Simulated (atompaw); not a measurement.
**Tungsten: generating and testing a PAW (atompaw) potential**

Task: generate the file, and judge it by its logarithmic derivatives, its ghosts and its cutoff.

Program: atompaw 4.2.0.5. Reference atom: PBE, scalar-relativistic, spherical and spin-unpolarised. All values are calculated.

## Step 1: Settings

The settings as typed:

- element: tungsten (W, Z = 74)
- type: PAW
- frozen core: [Kr] 4d10 4f14
- valence charge: 14
- reference configuration: 5s2 5p6 5d5 6s1 6p0
- partial waves: 5s (bound): rc 1.60 bohr; 6s (bound): rc 2.40 bohr; 5p (bound): rc 1.75 bohr; 6p (bound, empty): rc 2.40 bohr; 5d (bound): rc 2.40 bohr; 5d channel at 0.25 Ry: rc 2.40 bohr
- local potential: vpsmatchnc scheme with l = 3 at 0.5 Ry, radius 2.05 bohr
- core correction: smooth core density matched at 1.90 bohr
- augmentation charge: besselshape compensation charge, radius 2.15 bohr; PAW radius 2.40 bohr; waves and projectors: custom rrkj gramschmidtortho

The outer shells as boxes (Hund's rule for the drawing; the calculation is spin-unpolarised):

```
[Kr] core
4d [↑↓][↑↓][↑↓][↑↓][↑↓]
4f [↑↓][↑↓][↑↓][↑↓][↑↓][↑↓][↑↓]
5s [↑↓]
5p [↑↓][↑↓][↑↓]
5d [↑ ][↑ ][↑ ][↑ ][↑ ]
6s [↑ ]
6p [  ][  ][  ]
```

An earlier all-electron run gives the scale for the radii.

All-electron outer shells of the reference configuration (PBE, scalar-relativistic, ld1.x):

| shell | level (eV) | outermost node (bohr) | outermost maximum (bohr) |
| --- | --- | --- | --- |
| 4d | -236.46 | 0.22 | 0.45 |
| 5s | -77.14 | 0.53 | 0.96 |
| 5p | -41.41 | 0.57 | 1.09 |
| 4f | -31.24 | – | 0.43 |
| 6s | -5.15 | 1.29 | 2.71 |
| 5d | -3.32 | 0.63 | 1.52 |
| 6p | -1.14 | 1.55 | 3.94 |

## Step 2: The generation run

The input, W.input:

```
W 74
GGA-PBE scalarrelativistic loggrid 2001 logderivrange -8 5 326
6 6 5 4 0 0
6 0 1
6 1 0
5 2 5
0 0 0
c
c
c
c
v
v
c
c
c
v
v
c
c
v
c
2
2.40 2.15 2.05 1.90
n
n
y
0.25
n
custom rrkj gramschmidtortho besselshape
3 0.5 vpsmatchnc
1.60
2.40
1.75
2.40
2.40
2.40
PWSCFOUT
UPFDX 0.0125d0 UPFXMIN -7.d0 UPFZMESH 74.d0
END
```

On the command line:

```bash
$ atompaw < W.input > W.log
```

Q: Predict the outcome of this session. Wanted: cutoffs for 10 and 1 mRy, occupied levels; bound ghosts; largest phase difference near zero energy, channels read; lowest eigenvalue of the overlap; share of valence orbitals outside the PAW sphere; UPF file.

**Answer**, as computed:

| quantity | value |
| --- | --- |
| cutoffs for 10 and 1 mRy, occupied levels | 30 Ry and 45 Ry |
| bound ghosts | d at -58.92 eV, s at -53.54 eV |
| largest phase difference near zero energy, channels read | 0.421 rad |
| lowest eigenvalue of the overlap (Bessel basis) | 0.301 (s) |
| share of valence orbitals outside the PAW sphere | 5s 0 %, 6s 76 %, 5p 2 %, 6p 95 %, 5d 33 % |
| UPF file | written |

**Reading.** It has a bound ghost (d, s), a state that the atom doesn't have, and that rules the file out. The potential is soft on the atom: the looser tolerance needs 30 Ry. Of the channels read, p scatters worst near zero energy, by up to 0.42 rad (at the energies tabulated). The pseudo curves have poles with no partner nearby in the atom's: s at -3.94 Ry, p at 1.31 Ry, d at -4.34 Ry. At positive energy that is a spurious or a displaced resonance. Note that the frozen 4f shell (-31 eV) lies higher than the valence 5s shell (-77 eV). All of this concerns the isolated atom, not yet a solid.
